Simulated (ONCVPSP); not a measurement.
**An ONCV potential for gadolinium, from input to tests**

Do these settings give a usable potential? It is generated, then checked for transferability, scattering, ghosts and hardness.

Method: ONCVPSP 4.0.1.1 (patched build), PBEsol, scalar-relativistic.

## Step 1: Settings

The settings as typed:

```
element                 : gadolinium (Gd, Z = 64)
type                    : optimised norm-conserving Vanderbilt (ONCV)
frozen core             : [Kr] 4d10 5s2
valence charge          : 16
reference configuration : 4f7 5p6 5d1 6s1 (charge +1)
partial waves           : 6s: rc 3.30 bohr, ncon 3, nbas 7, qcut 1.8 1/bohr, 2 projectors, debl 0.4 Ha; 5p: rc 1.80 bohr, ncon 4, nbas 9, qcut 4.1 1/bohr, 2 projectors, debl 0.6 Ha; 5d: rc 3.40 bohr, ncon 3, nbas 8, qcut 3.9 1/bohr, 1 projector; 4f: rc 0.75 bohr, ncon 4, nbas 7, qcut 16.8 1/bohr, 1 projector
local potential         : polynomial inside 0.65 bohr (lpopt 3, dvloc0 0 Ha)
core correction         : Teter function, fcfact 2.5, rcfact 1.5
```

The nodes and maxima of the atom's own shells, from an earlier all-electron run, set the scale for the radii.

All-electron outer shells of the reference configuration (PBEsol, scalar-relativistic, ld1.x):

```
shell  level (eV)  outermost node (bohr)  outermost maximum (bohr)
   5s      -56.12                   0.65                      1.20
   5p      -33.63                   0.70                      1.35
   4f      -15.08                      –                      0.56
   6s       -9.30                   1.59                      3.21
   5d       -8.43                   0.79                      1.92
   6p       -5.71                   1.90                      4.07
```

## Step 2: Generating the potential

Input file Gd.dat:

```
# ATOM AND REFERENCE CONFIGURATION
# atsym  z   nc   nv     iexc    psfile
  Gd 64.00   10    4  -116133      upf
#
#   n    l    f
    1    0    2.00
    2    0    2.00
    2    1    6.00
    3    0    2.00
    3    1    6.00
    3    2   10.00
    4    0    2.00
    4    1    6.00
    4    2   10.00
    5    0    2.00
    4    3    7.00
    5    1    6.00
    5    2    1.00
    6    0    1.00
#
# PSEUDOPOTENTIAL AND OPTIMIZATION
# lmax
    3
#
#   l,   rc,      ep,       ncon, nbas, qcut
    0    3.30    0.00    3    7    1.80
    1    1.80    0.00    4    9    4.10
    2    3.40    0.00    3    8    3.90
    3    0.75    0.00    4    7   16.80
#
# LOCAL POTENTIAL
# lloc, lpopt,  rc(5),   dvloc0
    4    3    0.65    0.00
#
# VANDERBILT-KLEINMAN-BYLANDER PROJECTORs
# l, nproj, debl
    0    2    0.40
    1    2    0.60
    2    1    2.70
    3    1    2.60
#
# MODEL CORE CHARGE
# icmod, fcfact, rcfact
    3    2.50    1.50
#
# LOG DERIVATIVE ANALYSIS
# epsh1, epsh2, depsh
   -3.00    5.00    0.02
#
# OUTPUT GRID
# rlmax, drl
    6.00    0.01
#
# TEST CONFIGURATIONS
# ncnf
    4
# nvcnf
#   n    l    f
    4
    4    3    7.00
    5    1    6.00
    5    2    1.00
    6    0    2.00
#
    4
    4    3    7.00
    5    1    6.00
    5    2    1.00
    6    0    0.00
#
    4
    4    3    7.00
    5    1    6.00
    5    2    0.00
    6    0    0.00
#
    5
    4    3    7.00
    5    1    6.00
    5    2    1.00
    6    0    0.00
    6    1    2.00
#
```

Started as:

```
$ oncvpsp.x < Gd.dat > Gd.out
```

**Question.** What will these runs give? Wanted: cutoffs for 1 and 0.1 mHa per electron, occupied waves; bound ghosts; GHOST(+) flags; largest test error; largest phase difference near zero energy, channels read; rms error of d²Exc/dn², without and with the model core; projector energies reset by the program.

The runs gave:

```
                                                quantity                                                              value
  cutoffs for 1 and 0.1 mHa per electron, occupied waves                                                  338 Ha and 399 Ha
                                            bound ghosts  s at -747.59 eV, s at -150.37 eV, p at -169.61 eV, d at -44.99 eV
                                          GHOST(+) flags                                                 none at low energy
                            largest test error (AE − PS)                                       +92 meV, for 4f7 5p6 5d0 6s0
largest phase difference near zero energy, channels read                                                          0.109 rad
 rms error of d²Exc/dn², without and with the model core                                                  8.63 and 5.58 mHa
                 projector energies reset by the program                                                p: -1.236, 0.250 Ha
```

What this shows: It has a bound ghost (s, p, d), a state that the atom doesn't have, and that rules the file out. The worst unpolarised test, 4f7 5p6 5d0 6s0, is off by 92 meV on 31.8 eV; by total energies transferability rates as fair. The potential is very hard: the looser tolerance needs 338 Ha. At the looser tolerance the 4f wave is the slowest; 5p needs 19 Ha. Near zero energy the largest phase difference among the channels read is 0.11 rad, in the d channel. In the d channel the atom's pole at -0.14 Ha sits lower, at -1.64 Ha, in the pseudo curve. All of this concerns the isolated atom, not yet a solid.
